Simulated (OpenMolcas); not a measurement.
# Ru⁵⁺ among point charges: CASSCF and CASPT2 levels and susceptibility, part 2 of 2

Aim: the splitting of the states of Ru⁵⁺ in the field of 6 point charges, its lowest levels with spin-orbit coupling and its magnetic susceptibility.

OpenMolcas 26.06; ANO-RCC-VTZP, DKH2, active space 3 electrons in 5 orbitals (4d), orbitals: per spin and parity. Surroundings: 6 point charges of -1.5 e arranged as a trigonal antiprism (D3d), 1.69 Å from the ion, with a polar angle of 47.1° against the regular 54.74°.

**6. CASPT2: IPEA 0.25, imaginary shift 0.1 (closed shells correlated: 4s 4p)**

a.inp

```
>>> COPY JOB001 $Project.JobIph
&CASPT2
Multistate=10 1 2 3 4 5 6 7 8 9 10
NoMult
Frozen=8 6
IPEA=0.25
Imaginary=0.1
MaxIter=60
WThr=0.0 0.3 0.05
PrWF=0.5
NoMix
>>> COPY JOB002 $Project.JobIph
&CASPT2
Multistate=40 1 2 3 4 5 6 7 8 9 10 11 12 13 14 15 16 17 18 19 20 21 22
23 24 25 26 27 28 29 30 31 32 33 34 35 36 37 38 39 40
NoMult
Frozen=8 6
IPEA=0.25
Imaginary=0.1
MaxIter=60
WThr=0.0 0.3 0.05
PrWF=0.5
NoMix
```

Output:

```text
Orbital specifications:
      -----------------------

      Symmetry species                           1   2
                                                ag  au
      Frozen orbitals                            8   6
      Inactive orbitals                          1   3
      Active orbitals                            5   0
      Secondary orbitals                        22  23
      Deleted orbitals                           0   0
      Number of basis functions                 36  32
Type of calculation                        SS-CASPT2
      Fock operator                              state-specific
      IPEA shift                                 0.25
      Real shift                                 0.00
      Imaginary shift                            0.10
      The input orbitals will be transformed to quasi-canonical
Reference energy:       -4535.9178213852
      E2 (Non-variational):      -0.2972076363
      Shift correction:          -0.0000852150
      E2 (Variational):          -0.2972928513
      Total energy:           -4536.2151142365
      Residual norm:              0.0000000554
      Reference weight:           0.95504
      Contributions to the CASPT2 correlation energy
      Active & Virtual Only:         -0.0185702714
      One Inactive Excited:          -0.1362962435
      Two Inactive Excited:          -0.1423411214
Reference energy:       -4535.8754725395
      E2 (Non-variational):      -0.2996209430
      Shift correction:          -0.0000870182
      E2 (Variational):          -0.2997079613
      Total energy:           -4536.1751805007
      Residual norm:              0.0000000796
      Reference weight:           0.95436
      Contributions to the CASPT2 correlation energy
      Active & Virtual Only:         -0.0191790643
      One Inactive Excited:          -0.1378754269
      Two Inactive Excited:          -0.1425664518
::    CASPT2 Root  1     Total energy:  -4536.21511424
::    CASPT2 Root  2     Total energy:  -4536.17518050
::    CASPT2 Root  3     Total energy:  -4536.17533765
::    CASPT2 Root  4     Total energy:  -4536.15080940
::    CASPT2 Root  5     Total energy:  -4536.14021982
::    CASPT2 Root  6     Total energy:  -4536.12567999
::    CASPT2 Root  7     Total energy:  -4536.12581277
::    CASPT2 Root  8     Total energy:  -4536.10489808
::    CASPT2 Root  9     Total energy:  -4536.10476625
::    CASPT2 Root 10     Total energy:  -4536.03629964
Orbital specifications:
      -----------------------

      Symmetry species                           1   2
                                                ag  au
      Frozen orbitals                            8   6
      Inactive orbitals                          1   3
      Active orbitals                            5   0
      Secondary orbitals                        22  23
      Deleted orbitals                           0   0
      Number of basis functions                 36  32
Type of calculation                        SS-CASPT2
      Fock operator                              state-specific
      IPEA shift                                 0.25
      Real shift                                 0.00
      Imaginary shift                            0.10
      The input orbitals will be transformed to quasi-canonical
Reference energy:       -4535.8382314771
      E2 (Non-variational):      -0.3078491833
      Shift correction:          -0.0000961503
      E2 (Variational):          -0.3079453336
      Total energy:           -4536.1461768107
      Residual norm:              0.0000000455
      Reference weight:           0.95251
      Contributions to the CASPT2 correlation energy
      Active & Virtual Only:         -0.0253713584
      One Inactive Excited:          -0.1383738541
      Two Inactive Excited:          -0.1441039707
Reference energy:       -4535.8382314729
      E2 (Non-variational):      -0.3076598301
      Shift correction:          -0.0000951322
      E2 (Variational):          -0.3077549624
      Total energy:           -4536.1459864352
      Residual norm:              0.0000000415
      Reference weight:           0.95260
      Contributions to the CASPT2 correlation energy
      Active & Virtual Only:         -0.0254077106
      One Inactive Excited:          -0.1381067641
      Two Inactive Excited:          -0.1441453555
::    CASPT2 Root  1     Total energy:  -4536.14617681
::    CASPT2 Root  2     Total energy:  -4536.14598644
::    CASPT2 Root  3     Total energy:  -4536.14483079
::    CASPT2 Root  4     Total energy:  -4536.14458306
::    CASPT2 Root  5     Total energy:  -4536.13069280
::    CASPT2 Root  6     Total energy:  -4536.12445739
::    CASPT2 Root  7     Total energy:  -4536.10957346
::    CASPT2 Root  8     Total energy:  -4536.10390186
::    CASPT2 Root  9     Total energy:  -4536.10386588
::    CASPT2 Root 10     Total energy:  -4536.10437053
::    CASPT2 Root 11     Total energy:  -4536.09946670
::    CASPT2 Root 12     Total energy:  -4536.09927699
::    CASPT2 Root 13     Total energy:  -4536.09157728
::    CASPT2 Root 14     Total energy:  -4536.09148428
::    CASPT2 Root 15     Total energy:  -4536.07411596
::    CASPT2 Root 16     Total energy:  -4536.07194691
::    CASPT2 Root 17     Total energy:  -4536.07190651
::    CASPT2 Root 18     Total energy:  -4536.06243541
::    CASPT2 Root 19     Total energy:  -4536.06132869
::    CASPT2 Root 20     Total energy:  -4536.06126843
::    CASPT2 Root 21     Total energy:  -4536.05703602
::    CASPT2 Root 22     Total energy:  -4536.05704066
::    CASPT2 Root 23     Total energy:  -4536.04163379
::    CASPT2 Root 24     Total energy:  -4536.04151673
::    CASPT2 Root 25     Total energy:  -4536.03693002
::    CASPT2 Root 26     Total energy:  -4536.02891205
::    CASPT2 Root 27     Total energy:  -4536.02728819
::    CASPT2 Root 28     Total energy:  -4536.02738852
::    CASPT2 Root 29     Total energy:  -4536.02769797
::    CASPT2 Root 30     Total energy:  -4536.02379068
```

This run: 6.5 s of run time, 1 thread of Arm Neoverse V1, shared host.

SS-CASPT2: lowest energy less the reference's lowest, -0.2973 hartree; reference weights 0.947 to 0.955.

Spin-free states, with their symmetry labels:

| state | degeneracy | E (cm-1) | free-ion L (%) |
| --- | --- | --- | --- |
| 4A2 | 1 | 0 | F (95) |
| 4E | 2 | 8747 | F (91) |
| 4A1 | 1 | 14113 | F (100) |
| 2E | 2 | 15151 | G (53) |
| 2E | 2 | 15453 | G (43) |
| 4A2 | 1 | 16437 | F (90) |
| 2A2 | 1 | 18528 | G (44) |
| 4E | 2 | 19614 | F (91) |
| 2A1 | 1 | 19897 | D (52) |
| 2A1 | 1 | 23164 | G (87) |
| 4E | 2 | 24204 | P (82) |
| 2A2 | 1 | 24305 | G (33) |
| 2E | 2 | 24412 | H (66) |
| 2E | 2 | 25403 | G (53) |
| 2E | 2 | 27123 | G (47) |
| 2A1 | 1 | 30946 | H (61) |
| 2E | 2 | 31426 | H (53) |
| 2A2 | 1 | 33509 | H (63) |
| 2E | 2 | 33759 | H (60) |
| 2E | 2 | 34694 | P (56) |
| 2E | 2 | 38087 | G (35) |
| 2A1 | 1 | 39107 | D (50) |
| 4A2 | 1 | 39245 | P (85) |
| 2A2 | 1 | 40867 | H (55) |

With spin-orbit coupling:

| E (cm-1) | Degeneracy | Label | 2S+1 | g |
| --- | --- | --- | --- | --- |
| 0 | 2 | E1/2 | 4 | 1.87 2.94 2.94 |
| 310 | 2 | E3/2 | 4 | 0.00 0.00 5.58 |
| 8680 | 2 | E1/2 | 4 | 0.61 2.28 2.28 |
| 9030 | 2 | E1/2 | 4 | 1.66 2.29 2.29 |
| 9210 | 2 | E3/2 | 4 | 0.00 0.00 3.30 |
| 9530 | 2 | E1/2 | 4 | 0.93 0.93 5.43 |
| 13250 | 2 | E3/2 | 4 | 0.00 0.00 2.32 |
| 14150 | 2 | E1/2 | 4 | 0.35 2.97 2.97 |
| 14670 | 2 | E3/2 | 2 | 0.00 0.00 7.07 |
| 15260 | 2 | E1/2 | 2 | 0.10 0.10 2.84 |
| 15440 | 2 | E1/2 | 2 | 0.20 0.20 3.73 |
| 16720 | 2 | E3/2 | 2 | 0.00 0.00 3.42 |
| 17070 | 2 | E1/2 | 4 | 1.66 1.66 4.93 |
| 18090 | 2 | E1/2 | 2 | 1.28 1.28 1.91 |
| 18660 | 2 | E3/2 | 4 | 0.00 0.00 8.99 |
| 19200 | 2 | E1/2 | 4 | 0.06 0.06 3.15 |
| 20160 | 2 | E1/2 | 4 | 1.60 2.67 2.67 |
| 20290 | 2 | E3/2 | 4 | 0.00 0.00 0.70 |
| 21070 | 2 | E1/2 | 4 | 0.36 0.36 5.71 |
| 21820 | 2 | E1/2 | 2 | 0.38 0.95 0.95 |
| 23210 | 2 | E1/2 | 4 | 2.62 2.62 3.79 |
| 23720 | 2 | E1/2 | 4 | 1.12 2.05 2.05 |
| 24230 | 2 | E3/2 | 4 | 0.00 0.00 2.68 |
| 24910 | 2 | E1/2 | 2 | 0.73 0.73 2.64 |

Powder χT (cm³ K/mol): 0.65 at 2 K, 0.66 at 5 K, 0.67 at 10 K, 0.69 at 20 K, 0.75 at 50 K, 0.85 at 100 K, 0.94 at 150 K, 1.02 at 200 K, 1.07 at 250 K, 1.11 at 300 K.

**7. The methods side by side**

A. CASSCF
B. SS-CASPT2, IPEA 0.25, imaginary shift 0.1 (closed shells correlated: 4s 4p)

| method | ground state | first state of that spin (cm-1) | first gap with spin-orbit (cm-1) | χT at 300 K |
| --- | --- | --- | --- | --- |
| A | 4A2 | 4E 9295 | 275.4 | 1.17 |
| B | 4A2 | 4E 8747 | 305.2 | 1.11 |

**8. Summary of results**

What follows sums up all 2 parts.

```
                                            quantity                                                                        value
                                              method  SS-CASPT2, IPEA 0.25, imaginary shift 0.1 (closed shells correlated: 4s 4p)
                              spin-free ground state                                              4A2, 1-fold in its orbital part
first state of the same spin within the active space                                                              4E at 8750 cm⁻¹
                                        lowest level                                            2-fold E1/2, g = 1.87, 2.94, 2.94
                                          next level                                                                   305.2 cm⁻¹
                                         χT at 300 K                                                               1.11 cm³ K/mol
                           effective moment at 300 K                                                                      2.99 μB
```

Cost by method:

| method | time of its own steps | time with the reference |
| --- | --- | --- |
| A. CASSCF | 10 s | 10 s |
| B. SS-CASPT2, IPEA 0.25, imaginary shift 0.1, +4s 4p | 6.5 s | 17 s |

Times are of one thread on a shared host.

What this shows: The spin-free ground state (4A2) comes to 95 % from free-ion F terms and keeps the highest spin of the shell. χT at 300 K is 1.11, against 1.88 cm³ K/mol for the spin alone, so spin-orbit coupling lowers it. CASPT2 does not keep the components of a term degenerate, and the means are used. The field of point charges can differ much from that of real complexes. Point charges carry no covalency, so the field is a model and not that of real ligands.
